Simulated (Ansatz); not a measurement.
# RuF2: the cell at several levels of theory

Aim: relax RuF2 (2H monolayer) with PBE and r2SCAN and see how far the functionals disagree on the cell. This is a trial cell built on a prototype, not taken from a measured structure, and it needn't be the compound's ground state.

Code: Ansatz 0.2.0. PAW datasets, plane waves, zero pressure. Values at 0 K without nuclear motion; spin polarisation is off, and the phase may be a hypothetical one.

### 1 The system as given

In-plane lattice: a = 2.541 Å, b = 2.541 Å, γ = 120.0°; thickness between the outer nuclei 2.48 Å. Ru has 6 F at 1.92 Å; F has 3 Ru at 1.92 Å.

As a file:

```cif
data_structure
_symmetry_space_group_name_H-M 'P 1'
_symmetry_Int_Tables_number 1
_cell_length_a 2.5409
_cell_length_b 2.5409
_cell_length_c 18.0000
_cell_angle_alpha 90.000
_cell_angle_beta 90.000
_cell_angle_gamma 120.000
_cell_volume 100.64
loop_
_atom_site_label
_atom_site_type_symbol
_atom_site_fract_x
_atom_site_fract_y
_atom_site_fract_z
_atom_site_occupancy
Ru1 Ru 0.33333 0.66667 0.50000 1
F1 F 0.66667 0.33333 0.56891 1
F2 F 0.66667 0.33333 0.43109 1
```
Periodic in the plane only; c spans the vacuum.

### 2 Relaxation with PBE

input.yaml

```yaml
crystal:
  lattice:
    - [2.54087122, 0.0, 0.0]
    - [-1.27043561, 2.2004590243, 0.0]
    - [0.0, 0.0, 18.0]
  atoms:
    - { symbol: Ru, position: [0.3333333333, 0.6666666667, 0.5] }
    - { symbol: F, position: [0.6666666667, 0.3333333333, 0.5689125178] }
    - { symbol: F, position: [0.6666666667, 0.3333333333, 0.4310874822] }
  periodic: [true, true, false]
kpoints:
  mp_grid: { grid: [12, 12, 1] }
hamiltonian:
  xc: pbe
scf:
  occupations: { method: fermi_dirac, width: 0.02 }
relax:
  f_tol: 0.005
  cell: {}
```

The runs that follow: Relaxing with r2SCAN.

What does the calculation give? Wanted: for each run, a; area; SCF geometries.

The runs gave:

```
 level  a (Å)  area (Å²/atom)  SCF geometries
   PBE  2.670           2.058              11
r2SCAN  2.638           2.008               5
```

**Reading.** From the start to the first minimum the area moved by +10.4 %. The area runs from r2SCAN (least) to PBE (most), a spread of 2.5 %, or 1.2 % in length if all axes shared it alike.
